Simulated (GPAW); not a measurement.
**IrPt3: single point with PBEsol**

Crystal: IrPt3.

```xyz
4
Lattice="3.9513 0.0000 0.0000 0.0000 3.9513 0.0000 0.0000 0.0000 3.9513" Properties=species:S:1:pos:R:3 pbc="T T T"
Pt    1.9756    1.9756    0.0000
Pt    1.9756    0.0000    1.9756
Pt    0.0000    1.9756    1.9756
Ir    0.0000    0.0000    0.0000
```

The cell comes from a database or a generator and needn't be the stable form of this composition.

```
Program             : GPAW 26.7.0
Task                : single point
Functional          : PBEsol
Potentials or basis : PAW data sets generated in the run's folder for this functional
Cutoff              : 600 eV
Basis               : pw
k mesh              : 7 × 7 × 7
Occupations         : fermi-dirac, width 0.05 eV
Spin                : no spin polarisation
Maxiter             : 150
```

The pressure is -11.9 GPa and the band gap on the k mesh is none (metal or under the smearing width).

Levels at points of the mesh, in eV from the Fermi level:
```tsv
k point	band 27	band 28	band 29	band 30	band 31	band 32	band 33	band 34	band 35	band 36
(0.00, 0.00, 0.00)	0.30	0.30	0.38	0.38	1.00	1.00	1.00	1.75	1.75	1.75
```

It took 49 s on 1 thread of Arm Neoverse V2, with other jobs on the host, peak memory 0.2 GiB.

Spin-orbit coupling is left out, which matters for the levels of Ir, Pt.
